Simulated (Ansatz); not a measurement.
What does this script print? It uses Ansatz's Python interface.

`run_restart.py`:
```python
"""A run of KZrO3 that can be started again."""

import warnings

import ansatz
from ase import Atoms


def main() -> None:
    warnings.simplefilter("ignore", ansatz.DeckWarning)

    atoms = Atoms(
        ["K", "Zr", "O", "O", "O"],
        scaled_positions=[
            (0.0, 0.0, 0.0),
            (0.5, 0.5, 0.5),
            (0.5, 0.5, 0.0),
            (0.5, 0.0, 0.5),
            (0.0, 0.5, 0.5),
        ],
        cell=[
            (4.238285, 0.0, 0.0),
            (0.0, 4.238285, 0.0),
            (0.0, 0.0, 4.238285),
        ],
        pbc=True,
    )
    system = ansatz.Crystal.from_ase(atoms)

    calculation = (
        system.calculation()
        .functional("r2SCAN")
        .basis(550, xc_grid=2)
        .kpoints(mesh=(4, 4, 4), center="gamma")
        .occupations("gaussian", width=0.2)
        .forces()
        .checkpoint(write="state")
    )
    with ansatz.exiting_at_sigterm():
        done = calculation.run(resume=True)
    print("returned:", type(done).__name__)
    print(f"F = {done.report['free_energy_ev']:.5f} eV, {done.report['n_iterations']} iterations")


if __name__ == "__main__":
    main()
```

Output of `python run_restart.py`:
```text
returned: RunOutcome
F = -7448.50688 eV, 7 iterations
```

`python run_restart.py` gives:
```text
returned: CompletedStep
F = -7448.50688 eV, 7 iterations
```

These settings explore the input space; cutoff and mesh may be short of convergence. The cell holds an odd number of electrons and is run without spin, so a magnetic state may lie lower. The mesh is modest for a metal, so energies can be off by several to tens of meV an atom and pressures by half a GPa or more; differences at equal mesh fare better. The free energy holds a sizeable smearing term, which stands for no physical temperature. This cell is a computed structure, which may not be the phase found in nature. Finished in 4.7 s on 1 thread of Intel(R) Xeon(R) Platinum 8259CL CPU @ 2.50GHz (Skylake/Cascade Lake), with other jobs on the host, peak memory 0.48 GiB.
